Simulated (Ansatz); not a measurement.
# TiCo: the cost of one run

Program: Ansatz 0.2.0. Level of theory: DFT LDA, with the methods named in each step. These are calculated values, not measurements.

1 further run of the same task is left out (it didn't finish).

## 1. Starting point

The structure is tetragonal, space group P4/mmm (No. 123). Conventional cell: a = 3.016 Å, b = 3.016 Å, c = 2.926 Å, α = 90.00°, β = 90.00°, γ = 90.00°. Ti (site symmetry 4/mmm) is surrounded by 8 Co at 2.59 Å and 6 Ti at 2.93 to 3.02 Å. Co (site symmetry 4/mmm) is surrounded by 8 Ti at 2.59 Å and 6 Co at 2.93 to 3.02 Å.

Coordinates:

```
Ti Co
1.0
     3.01643    0.00000    0.00000
     0.00000    3.01643    0.00000
     0.00000    0.00000    2.92639
Ti Co
1 1
Direct
  0.00000 0.00000 0.00000
  0.50000 0.50000 0.50000
```

Elk's input and logs are in atomic units (hartree, bohr).

Atoms are numbered in the order of the input: Ti1, Co2.

## 2. Collinear moments without spin-orbit coupling, PAW

The input, input.yaml:

```yaml
crystal:
  lattice:
    - [3.016427615, 0.0, 0.0]
    - [0.0, 3.016427615, 0.0]
    - [0.0, 0.0, 2.9263887702]
  atoms:
    - { symbol: Ti, position: [0.0, 0.0, 0.0], spin: -1.0 }
    - { symbol: Co, position: [0.5, 0.5, 0.5], spin: 2.0 }
magnetization:
  spin_polarized: true
kpoints:
  mp_grid: { grid: [12, 12, 12] }
scf:
  occupations: { method: fermi_dirac, width: 0.05 }
  lower_state_search: "off"
hamiltonian:
  xc: lda
  pseudopotentials: { kind: paw }
output:
  forces: true
  stress: true
  eigenvalues: true
```

On the command line:

```bash
ansatz run input.yaml --threads 2 --pin off --max-ram 4096MiB --backend cpu --events-out ev --progress --plain --runs-dir out
```

Q: Estimate wall time and peak memory on 2 threads of Arm Neoverse V2, shared host.

About 11 s, with a peak of 0.43 GiB.
